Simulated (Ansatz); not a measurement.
# 40-atom supercell of perovskite CsSnI3 with displaced atoms, part 3 of 3

Ansatz 0.2.0, PAW. Earlier steps stand in the parts before.

### Step 4. r²SCAN on the same atoms

in.yaml reads:

```yaml
crystal:
  lattice:
    - [12.314462, 0.000000, 0.000000]
    - [0.000000, 12.314462, 0.000000]
    - [0.000000, 0.000000, 12.314462]
  atoms:
    - { symbol: Cs, position: [0.997162, 0.000693, 0.002390] }
    - { symbol: Cs, position: [0.983351, 0.011960, 0.504802] }
    - { symbol: Cs, position: [0.997522, 0.496969, 0.007152] }
    - { symbol: Cs, position: [0.996308, 0.502034, 0.493976] }
    - { symbol: Cs, position: [0.497160, 0.003407, 0.004674] }
    - { symbol: Cs, position: [0.514489, 0.993087, 0.482105] }
    - { symbol: Cs, position: [0.494890, 0.505948, 0.989262] }
    - { symbol: Cs, position: [0.504446, 0.511227, 0.500222] }
    - { symbol: Sn, position: [0.251354, 0.252273, 0.244412] }
    - { symbol: Sn, position: [0.259485, 0.225599, 0.759856] }
    - { symbol: Sn, position: [0.252352, 0.751172, 0.247964] }
    - { symbol: Sn, position: [0.258686, 0.760353, 0.757645] }
    - { symbol: Sn, position: [0.765427, 0.242074, 0.271224] }
    - { symbol: Sn, position: [0.755197, 0.260070, 0.743236] }
    - { symbol: Sn, position: [0.760675, 0.761193, 0.251242] }
    - { symbol: Sn, position: [0.741849, 0.750249, 0.750229] }
    - { symbol: I, position: [0.247017, 0.237305, 0.002506] }
    - { symbol: I, position: [0.242978, 0.261581, 0.505780] }
    - { symbol: I, position: [0.239863, 0.752706, 0.993250] }
    - { symbol: I, position: [0.255273, 0.759412, 0.493470] }
    - { symbol: I, position: [0.759580, 0.253472, 0.006169] }
    - { symbol: I, position: [0.764334, 0.234525, 0.510868] }
    - { symbol: I, position: [0.737809, 0.760595, 0.995604] }
    - { symbol: I, position: [0.733596, 0.758801, 0.503374] }
    - { symbol: I, position: [0.998914, 0.253448, 0.262317] }
    - { symbol: I, position: [0.002052, 0.254606, 0.737570] }
    - { symbol: I, position: [0.984311, 0.749666, 0.236252] }
    - { symbol: I, position: [0.996283, 0.745157, 0.756184] }
    - { symbol: I, position: [0.517726, 0.256607, 0.241213] }
    - { symbol: I, position: [0.489964, 0.237156, 0.754759] }
    - { symbol: I, position: [0.506112, 0.745584, 0.249098] }
    - { symbol: I, position: [0.491598, 0.767542, 0.737463] }
    - { symbol: I, position: [0.244870, 0.008563, 0.257880] }
    - { symbol: I, position: [0.266809, 0.005070, 0.738701] }
    - { symbol: I, position: [0.252988, 0.497160, 0.228497] }
    - { symbol: I, position: [0.239519, 0.511437, 0.747331] }
    - { symbol: I, position: [0.755537, 0.004083, 0.246622] }
    - { symbol: I, position: [0.749650, 0.016697, 0.754836] }
    - { symbol: I, position: [0.761696, 0.493909, 0.250533] }
    - { symbol: I, position: [0.734629, 0.506249, 0.748324] }
  symmetry: { detect: false }
kpoints:
  mp_grid: { grid: [1, 1, 1], shift: [0.25, 0.25, 0.25] }
hamiltonian:
  xc: r2scan
scf:
  occupations: { method: fermi_dirac, width: 0.01 }
output:
  forces: true
  eigenvalues: true
  populations: true
  eigenstates: { kpoints: [[0.25, 0.25, 0.25]], e_range: [-6.0, 6.0], localisation: true }
```

Command:

```bash
ansatz run in.yaml --threads 4 --pin off --max-ram 61750MiB --runs-dir r --events-out ev --progress --plain
```

Log:

```text
Pseudopotentials: kind: paw
Functional definition: r2SCAN
  parameter k0 = 0.174
  parameter k1 = 0.065
  parameter a1 = 4.9479
  exchange = r2scan_x(k0 = k0, k1 = k1, a1 = a1)
  correlation = r2scan_c
Crystal: 40 atoms, lattice volume = 1867.439 Å³
Basis set: ecut = 500 eV, 47401 PW (Γ), exchange–correlation on 360×360×360 points (64 copies of the dense FFT grid, shifted against one another)
Bands: 356, of which v1, the nominal top of the filled ones, is band 296 counted from 1 (295 counted from 0)
Symmetry: 1 space group operations
k-points: 1
Non-local potential: Cs, projectors of the file, l = 0: 3, l = 1: 2, l = 2: 2, l = 3: 2
Non-local potential: Sn, projectors of the file, l = 0: 2, l = 1: 2, l = 2: 2, l = 3: 2
Non-local potential: I, projectors of the file, l = 0: 2, l = 1: 2, l = 2: 2, l = 3: 2
PAW form: soft (Blöchl's): semilocal exchange-correlation on the pseudo side does not see the compensation charge
PAW frozen core: Cs, regenerated for the run's functional (the file was generated under x = pbe(κ = 0.804, μ = 0.2195149727645171), c = pbe(β = 0.06672455060314922))
PAW frozen core: Sn, regenerated for the run's functional (the file was generated under x = pbe(κ = 0.804, μ = 0.2195149727645171), c = pbe(β = 0.06672455060314922))
PAW frozen core: I, regenerated for the run's functional (the file was generated under x = pbe(κ = 0.804, μ = 0.2195149727645171), c = pbe(β = 0.06672455060314922))
PAW one-centre angular grid: Cs, 302 points (default); XC on 160 Gauss nodes
PAW one-centre angular grid: Sn, 590 points (default); XC on 249 of its mesh's 2787 points in the sphere
PAW one-centre angular grid: I, 590 points (default); XC on 160 Gauss nodes
Initial density: superposition of atomic densities (neutral atoms: chi_scale 0, normalization atom), corrected by the library's trained network
Initial wavefunctions: pseudopotential atomic-orbital guess
Functional: x = r2scan, c = r2scan; τ floored in thin density (d = 2e-4 eV/Å³)
SCF iter   1: F=—  HF=-274510.053518 eV  |F-HF|=—  |Δ(HF+E_count)|=         —  Δρ=2.83e-3  dr2=1.55e-1  dr2_τ=1.89e-2  ethr=1.77e-3  ⟨swp⟩=8.0  Hψ=1573  notcnv=0  defer=10
preconditioner: auto → Resta (q_TF=auto, 2.253 Å⁻¹)  ε∞=2.8  [insulator: Δε(μ)=2.229 eV  Ē_g=10.280 eV  σ=0.010 eV  W_gap=1.00  n_scr=364 (ndim 8)  ℏωp=13.7 eV  f_vac=0.140  D(μ)=0.00/eV (n_scr^D=0)  ε∞_Penn≈2.8]
SCF iter   2: F=—  HF=-274510.194768 eV  |F-HF|=—  |Δ(HF+E_count)|=   1.41e-1  Δρ=1.26e-3  dr2=3.46e-2  dr2_τ=8.22e-4  ethr=2.61e-5  ⟨swp⟩=4.0  Hψ=614  notcnv=0  defer=51
SCF iter   3: F=—  HF=-274510.191073 eV  |F-HF|=—  |Δ(HF+E_count)|=   3.70e-3  Δρ=3.73e-4  dr2=2.10e-3  dr2_τ=1.58e-4  ethr=5.85e-6  ⟨swp⟩=4.0  Hψ=714  notcnv=0  defer=51
SCF iter   4: F=—  HF=-274510.191540 eV  |F-HF|=—  |Δ(HF+E_count)|=   4.67e-4  Δρ=1.03e-4  dr2=1.89e-4  dr2_τ=9.28e-6  ethr=3.55e-7  ⟨swp⟩=2.0  Hψ=481  notcnv=0  defer=51
SCF iter   5: F=—  HF=-274510.191630 eV  |F-HF|=—  |Δ(HF+E_count)|=   8.97e-5  Δρ=2.61e-5  dr2=1.64e-5  dr2_τ=2.99e-7  ethr=3.19e-8  ⟨swp⟩=2.0  Hψ=409  notcnv=0  defer=51
SCF iter   6: F=—  HF=-274510.191900 eV  |F-HF|=—  |Δ(HF+E_count)|=   2.70e-4  Δρ=6.28e-6  dr2=1.17e-6  dr2_τ=2.26e-8  ethr=2.76e-9  ⟨swp⟩=2.0  Hψ=481  notcnv=0  defer=51
SCF iter   7: F=—  HF=-274510.191901 eV  |F-HF|=—  |Δ(HF+E_count)|=   7.08e-7  Δρ=2.75e-6  dr2=3.95e-7  dr2_τ=5.12e-9  ethr=1.98e-10  ⟨swp⟩=3.0  Hψ=603  notcnv=0  defer=51
SCF iter   8: F=-274510.191901 eV  HF=-274510.191901 eV  |F-HF|=6.46e-9  |Δ(HF+E_count)|=   4.33e-8  Δρ=6.23e-7  dr2=1.34e-8  dr2_τ=1.78e-10  ethr=1.69e-11  ⟨swp⟩=15.0  Hψ=2259  notcnv=0
SCF 1 converged in 8 iterations: F = -274510.191901 eV  dr2 = 1.34e-8
NSCF: frozen V_eff on 1 k-points
SCF converged after 8 iterations
Free energy (F): -274510.191901 eV
Harris-Foulkes:  -274510.191901 eV  (|F-HF|=6.46e-9)
Internal energy: -274510.191901 eV  (E = F + TS)
E sigma→0 (E₀):  -274510.191901 eV
Fermi energy:    5.586986 eV
--- Per-component energies (eV) ---
  E_band       = -11751.446213
  E_kinetic    = 7145.779408
  E_local      = -70278.728919  (includes V_loc(G=0)·N_el)
  E_nonlocal   = -2208.050890
  E_hartree    = 35931.300400
  E_xc         = -7211.166869
  E_vxc        = -5303.924421  (∫ρ·V_xc dr)
  E_paw        = -190115.268103  (= ΣΔE_a)
  E_vpaw       = -13275.112922  (= ΣTr[D̂ρ^β])
  E_aug_tail   = -0.000715  (compensation charges beyond the density's cutoff)
  E_vtau       = 305.982754  (kinetic-family band-sum trace: ∫τ·v_τ [+ j·A + Jᵃ·Aᵃ] dr)
  E_ewald      = -47782.091078
  E_core_change = 8.034865  (= ΣΔE_core)
  E_smearing   = -0.000000  (= −TS)
  E_closure    = -0.000000  (closes the sum)
  Σ components = -274510.191901   (vs F -274510.191901, Δ=0.00e0)
--- Forces (eV/Å), atoms counted from 1 ---
  atom   1  Cs    -0.06631023     0.02816570    -0.06358470
  atom   2  Cs     0.18392115    -0.10706561     0.05855036
  atom   3  Cs    -0.02267002    -0.02065691    -0.09447694
  atom   4  Cs     0.09887997     0.00809282     0.08555892
  atom   5  Cs     0.07884857     0.03742642     0.00688845
  atom   6  Cs    -0.13229949     0.07667536     0.03369800
  atom   7  Cs     0.02488322    -0.05287406     0.04557562
  atom   8  Cs    -0.11045819    -0.03869084    -0.04436447
  atom   9  Sn     0.32213530    -0.04589862     0.62715119
  atom  10  Sn    -0.59646682     1.68199316    -0.51244656
  atom  11  Sn     0.26635127     0.07527605     0.18588807
  atom  12  Sn    -0.80043316    -0.87166178    -0.48547906
  atom  13  Sn    -0.62968560     0.75507728    -0.91073149
  atom  14  Sn     0.14111955    -0.34136311     1.10367347
  atom  15  Sn    -1.04330250    -0.55473590    -0.02467767
  atom  16  Sn     0.47058081     0.35919087     0.08044031
  atom  17  I     -0.06761859    -0.02208560     0.03773611
  atom  18  I      0.14290386    -0.03411704    -0.21858555
  atom  19  I      0.10988438     0.12528569     0.35241240
  atom  20  I     -0.12708921    -0.10490549    -0.03179130
  atom  21  I      0.05376531     0.00120709    -0.04670232
  atom  22  I     -0.24928262     0.12451945    -0.44854986
  atom  23  I     -0.02544222    -0.04619313     0.27042079
  atom  24  I      0.21026157    -0.02249796    -0.29423542
  atom  25  I      0.81762090    -0.02901400    -0.08036930
  atom  26  I     -0.29731170     0.03263832     0.15866210
  atom  27  I      1.44198573     0.01490113     0.04419523
  atom  28  I     -0.23109265     0.14352393    -0.11321135
  atom  29  I     -0.61453275    -0.08974056     0.12486093
  atom  30  I      0.85472787     0.22314363    -0.00496310
  atom  31  I     -0.66153597     0.05054821    -0.09771502
  atom  32  I      0.53047732    -0.10623532     0.10905580
  atom  33  I      0.03910455    -0.45988613    -0.07424205
  atom  34  I     -0.20643552    -0.86635066    -0.06959172
  atom  35  I     -0.04143749     0.43102145     0.07503155
  atom  36  I      0.22026877    -0.02395943     0.09478620
  atom  37  I     -0.01449726    -0.33973437     0.01094848
  atom  38  I      0.01128021    -0.49451923     0.00710820
  atom  39  I     -0.04296761     0.29584847     0.15190632
  atom  40  I     -0.03810945     0.20762727    -0.04881712
  max |Σ_I F_I| component: 2.34e-5 eV/Å
--- Band table (eV) ---
  k-point 0: bands = ["-41.3886", "-41.3623", "-41.3381", "-41.3338", "-41.3076", "-41.3007", "-41.2916", "-41.2624", "-41.2445", "-41.2420", "-41.2145", "-41.2100", "-41.2072", "-41.2057", "-41.1716", "-41.1684", "-41.1673", "-41.1365", "-41.1349", "-41.1252", "-41.1217", "-41.1207", "-41.1203", "-41.1193", "-41.1149", "-41.0926", "-41.0915", "-41.0907", "-41.0906", "-41.0891", "-41.0877", "-41.0756", "-41.0725", "-41.0664", "-41.0660", "-41.0359", "-41.0024", "-41.0012", "-40.9959", "-40.9944", "-40.9837", "-40.9729", "-40.9716", "-40.9680", "-40.9668", "-40.9559", "-40.9551", "-40.9547", "-40.9429", "-40.9425", "-40.9417", "-40.9401", "-40.9288", "-40.9103", "-40.9047", "-40.9045", "-40.8901", "-40.8878", "-40.8864", "-40.8820", "-40.8739", "-40.8634", "-40.8607", "-40.8366", "-40.8315", "-40.8300", "-40.8289", "-40.7959", "-40.7882", "-40.7871", "-40.7741", "-40.7730", "-40.7564", "-40.7554", "-40.7536", "-40.7496", "-40.7485", "-40.7273", "-40.7267", "-40.7255", "-40.7165", "-40.7120", "-40.6870", "-40.6857", "-40.6761", "-40.6461", "-40.6451", "-40.6387", "-40.6375", "-40.6256", "-40.6222", "-40.6034", "-40.6022", "-40.5891", "-40.5879", "-40.5875", "-40.5816", "-40.5778", "-40.5767", "-40.5345", "-40.5334", "-40.4989", "-40.4848", "-40.4841", "-40.4835", "-40.4831", "-40.4625", "-40.4617", "-40.4201", "-40.3876", "-40.3867", "-40.3853", "-40.3599", "-40.3590", "-40.3562", "-40.3524", "-40.2914", "-40.2904", "-40.2643", "-40.2633", "-17.6572", "-17.6424", "-17.6382", "-17.6377", "-17.6215", "-17.6095", "-17.5992", "-17.5408", "-17.5382", "-17.5307", "-17.5254", "-17.5162", "-17.5069", "-17.4810", "-17.4565", "-17.4378", "-17.4323", "-17.4319", "-17.4247", "-17.4234", "-17.4126", "-17.4119", "-17.4099", "-17.4061", "-17.4050", "-17.3989", "-17.3920", "-17.3915", "-17.3844", "-17.3830", "-17.3786", "-17.3775", "-17.3704", "-17.3673", "-17.3668", "-17.3637", "-17.3575", "-17.3555", "-17.3539", "-17.3414", "-17.3304", "-17.3284", "-17.3192", "-17.3141", "-17.2940", "-17.2654", "-17.2570", "-17.2501", "-8.7957", "-8.7421", "-8.6084", "-8.4610", "-8.3839", "-8.3490", "-8.2886", "-8.1810", "-8.1593", "-8.0734", "-8.0494", "-8.0115", "-7.9814", "-7.9452", "-7.8662", "-7.8081", "-7.7722", "-7.7314", "-7.6834", "-7.5909", "-7.5461", "-7.4568", "-7.3548", "-7.3288", "-4.1211", "-4.1089", "-4.0976", "-4.0935", "-4.0890", "-4.0860", "-4.0836", "-4.0814", "-4.0777", "-4.0741", "-4.0701", "-4.0681", "-4.0645", "-4.0612", "-4.0570", "-4.0545", "-4.0519", "-4.0487", "-4.0420", "-4.0335", "-4.0108", "-3.9872", "-3.9782", "-3.9480", "-3.3043", "-2.8714", "-2.7718", "-2.6922", "-2.1853", "-2.1694", "-2.0805", "-1.5338", "0.4459", "0.4613", "0.4804", "0.5515", "0.5904", "0.6883", "0.7368", "0.8085", "0.8893", "0.9603", "0.9916", "1.1165", "1.5748", "1.6021", "1.6376", "1.6737", "1.7379", "1.7945", "1.8440", "1.8579", "1.9060", "1.9343", "1.9747", "1.9832", "2.1080", "2.1237", "2.1432", "2.1729", "2.2111", "2.2481", "2.2783", "2.3359", "2.3441", "2.4107", "2.4654", "2.5165", "2.5343", "2.6051", "2.6259", "2.6553", "2.7001", "2.7230", "2.7485", "2.7547", "2.7787", "2.8025", "2.8244", "2.8420", "2.8497", "2.8841", "2.9135", "2.9385", "2.9783", "2.9972", "3.0400", "3.0889", "3.1145", "3.1470", "3.2023", "3.3136", "3.3466", "3.3680", "3.4161", "3.4706", "3.5089", "3.5540", "3.5985", "3.6658", "3.9793", "4.1137", "4.2085", "4.4714", "6.7027", "6.7455", "6.9219", "7.0114", "7.0419", "7.1080", "7.1638", "7.2023", "7.2460", "7.3327", "7.3832", "7.4924", "8.4393", "8.9126", "8.9460", "9.0129", "9.0671", "9.0904", "9.1215", "9.1727", "9.2354", "9.2679", "9.3101", "9.3300", "9.3825", "9.4207", "9.4557", "9.5189", "9.5360", "9.5569", "9.5870", "9.6102", "9.6404", "9.6775", "9.7092", "9.7324", "9.7563", "9.7729", "9.8047", "9.8449", "9.8649", "9.9082", "9.9397", "9.9779", "10.0097", "10.0357", "10.0557", "10.0786", "10.1042", "10.1128", "10.1486", "10.1835", "10.2113", "10.2431", "10.2788", "10.4015", "10.4481", "10.4843", "10.5755", "10.6135"]
--- Löwdin populations: 40 sites ---
  site symbol       q [e]
     0     Cs      8.2529
     1     Cs      8.2529
     2     Cs      8.2553
     3     Cs      8.2519
     4     Cs      8.2548
     5     Cs      8.2561
     6     Cs      8.2511
     7     Cs      8.2488
     8     Sn     13.6794
     9     Sn     13.6826
    10     Sn     13.6815
    11     Sn     13.6817
    12     Sn     13.6773
    13     Sn     13.6826
    14     Sn     13.6864
    15     Sn     13.6808
    16      I     17.2580
    17      I     17.3604
    18      I     17.2637
    19      I     17.3227
    20      I     17.3969
    21      I     17.2170
    22      I     17.3091
    23      I     17.3051
    24      I     17.2568
    25      I     17.3163
    26      I     17.2443
    27      I     17.3552
    28      I     17.3483
    29      I     17.2780
    30      I     17.3246
    31      I     17.2483
    32      I     17.3015
    33      I     17.1796
    34      I     17.2991
    35      I     17.3911
    36      I     17.2453
    37      I     17.3317
    38      I     17.3672
    39      I     17.2704
  spilling = 0.002252 (of n_electrons = 592.000000)
```

Run time: 2.6 min. Hardware: 4 threads of AMD EPYC 7R13, shared host; peak memory 7.7 GiB.

Top filled level 4.471 eV, lowest empty level 6.703 eV: 2.23 eV apart at the single k point (¼, ¼, ¼).

The states next to the gap (eigenstates.tsv), from the top filled level:

| level (eV) | spin | filling | atoms sharing it | main element | its share | largest atom |
| --- | --- | --- | --- | --- | --- | --- |
| -0.36 | both | 2.00 | 23.4 | I | 0.63 | – |
| -0.26 | both | 2.00 | 23.5 | I | 0.62 | – |
| 0.00 | both | 2.00 | 21.5 | I | 0.54 | Sn10 (0.11) |
| 2.23 | both | 0.00 | 16.2 | Sn | 0.61 | Sn15 (0.13) |
| 2.27 | both | 0.00 | 17.0 | Sn | 0.61 | Sn11 (0.11) |
| 2.45 | both | 0.00 | 16.0 | Sn | 0.62 | Sn11 (0.15) |
| 2.54 | both | 0.00 | 17.0 | Sn | 0.61 | Sn9 (0.10) |
| 2.57 | both | 0.00 | 17.4 | Sn | 0.62 | Sn11 (0.11) |

Forces on the displaced atoms, rms: Cs 0.13, Sn 1.15, I 0.56 eV/Å; the largest is 1.86 eV/Å.

Against PBEsol, the force components have a slope of 1.056 and differ by 0.033 eV/Å rms.

### Step 5. Outcome

What follows sums up all 3 parts.

| level | time | top filled to lowest empty (eV) | pressure (GPa) | force change (eV/Å rms) |
| --- | --- | --- | --- | --- |
| PBEsol | 1.7 min (4 CPU threads) | 2.05 | 0.05 | 0 |
| HSE06 | 3.4 min (GPU) | 2.64 | - | 0.030 |
| r²SCAN | 2.6 min (4 CPU threads) | 2.23 | - | 0.033 |

**What this shows.** At the same k points, PBEsol gives a spacing 0.59 eV smaller and r²SCAN gives a spacing 0.41 eV smaller than the 2.64 eV of HSE06. HSE06 forces are 5 % stiffer than those of PBEsol by the slope, and differ by 0.03 eV/Å rms. No spin–orbit coupling is included; with elements this heavy it would shift the edges. With one k point the spacing samples only the states that fold onto it, so it can exceed the gap over the zone.
